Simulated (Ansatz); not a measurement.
**KLi (Lithium Potassium): PBE/def2-TZVP**

Aim: the energy change on altering one bond length of KLi (Lithium Potassium) at PBE/def2-TZVP, from 2 runs. 

The results are computed with Ansatz 0.2.0.

38 further runs of the same task are left out: 38 set aside as unsound or not needed.

## 1. The system as given

KLi has 2 atoms, charge 0, and is taken as a singlet. As SMILES, `[Li][K]`. The bond length is the measured one.

Bond lengths: Li1–K2 3.270 Å.

## 2. A single-point energy at PBE/def2-TZVP

The input, job.yaml:

```yaml
crystal:
  periodic: [false, false, false]
  atoms:
    - symbol: Li
      position_ang: [0.000000, 0.000000, 0.000000]
    - symbol: K
      position_ang: [0.000000, 0.000000, 3.270000]
basis:
  gaussian:
    orbitals: def2-TZVP
total_charge: 0
hamiltonian:
  xc: pbe
accuracy: high
output: {orbitals: {seedname: orbitals}}
```

Started as:

```console
$ ansatz run job.yaml --threads 1 --pin off --max-ram 3480MiB --events-out events.jsonl --progress --plain --runs-dir runs
```

Standard output:

```text
Warning: RAYON_NUM_THREADS=1 ignored (pool sized by the plan → 1); use --threads N
Functional definition: PBE
  name "PBE"
  parameter kappa = 0.804
  parameter beta = 0.06672455060314922
  exchange = pbe_x(kappa = kappa, mu = beta*pi^2/3)
  correlation = pbe_c(beta = beta)
820 factors; integrals over basis functions are off by at most 4.0e-9 eV
mean field evaluation 1: about -16521.8099 eV, gradient 6.9e0 eV
mean field evaluation 2: about -16520.7275 eV, gradient 1.3e1 eV
mean field evaluation 4: about -16522.1445 eV, gradient 7.8e-1 eV
mean field evaluation 8: about -16522.1514 eV, gradient 1.5e-2 eV
mean field evaluation 16: about -16522.1513 eV, gradient 8.3e-6 eV
mean field evaluation 32: about -16519.7574 eV, gradient 6.6e0 eV
mean field -16522.15134629 eV, -607.1778628597 hartree, gradient 6.2e-8 eV, S^2 0.000000; 1 other end points of the search recorded, 0 dependent functions left out
reference -16522.15134927 eV, -607.1778629691 hartree; 11, 11 occupied and 36, 36 virtual orbitals, 820 factors
Total energy: -16522.15134927 eV, -607.1778629691 hartree
```

Wall time 3.9 s (1 thread of Intel Xeon Platinum 8488C (Sapphire Rapids), shared host); peak memory 0.15 GiB.

## 3. The distorted shape, same level

The input, run.yaml:

```yaml
crystal:
  periodic: [false, false, false]
  atoms:
    - {symbol: Li, position_ang: [0.000000, 0.000000, -0.981000]}
    - {symbol: K, position_ang: [0.000000, 0.000000, 3.270000]}
basis:
  gaussian:
    orbitals: def2-TZVP
hamiltonian:
  xc: pbe
accuracy: high
output: {orbitals: {seedname: orbitals}}
```

Started as:

```console
$ ansatz run run.yaml --threads 1 --pin off --max-ram 3480MiB --events-out events.jsonl --progress --plain --runs-dir runs
```

Standard output, cut to the lines that bear on the results:

```text
Warning: RAYON_NUM_THREADS=1 ignored (pool sized by the plan → 1); use --threads N
[... 6 set-up lines as earlier in the session ...]
805 factors; integrals over basis functions are off by at most 3.8e-9 eV
mean field evaluation 1: about -16521.6073 eV, gradient 5.3e0 eV
mean field evaluation 2: about -16518.5556 eV, gradient 1.5e1 eV
mean field evaluation 4: about -16521.9189 eV, gradient 1.5e0 eV
mean field evaluation 8: about -16521.9649 eV, gradient 7.9e-2 eV
mean field evaluation 16: about -16521.9650 eV, gradient 3.8e-5 eV
mean field evaluation 32: about -16520.5861 eV, gradient 1.1e1 eV
mean field -16521.96497414 eV, -607.1710138097 hartree, gradient 3.0e-9 eV, S^2 0.000000; 1 other end points of the search recorded, 0 dependent functions left out
reference -16521.96497718 eV, -607.1710139213 hartree; 11, 11 occupied and 36, 36 virtual orbitals, 805 factors
Total energy: -16521.96497718 eV, -607.1710139213 hartree
```

Run time: 3.3 s. Hardware: 1 thread of Intel Xeon Platinum 8488C (Sapphire Rapids), shared host; peak memory 0.15 GiB.

## 4. Summary of results

At PBE/def2-TZVP:

| quantity | value |
| --- | --- |
| first shape: total energy | -607.17786 Eh |
| first shape: HOMO energy | -2.85 eV |
| first shape: LUMO energy | -1.66 eV |
| first shape: HOMO–LUMO gap | 1.18 eV |
| distorted shape: total energy | -607.17101 Eh |
| distorted shape: HOMO energy | -2.72 eV |
| distorted shape: LUMO energy | -1.95 eV |
| distorted shape: HOMO–LUMO gap | 0.77 eV |
| energy change with the Li1–K2 bond stretched from 3.270 to 4.251 Å | 0.186 eV |

With the Li1–K2 bond stretched from 3.270 to 4.251 Å the energy rises by 0.19 eV (18.0 kJ/mol). The first shape isn't relaxed at this level, so the change isn't measured from a minimum.
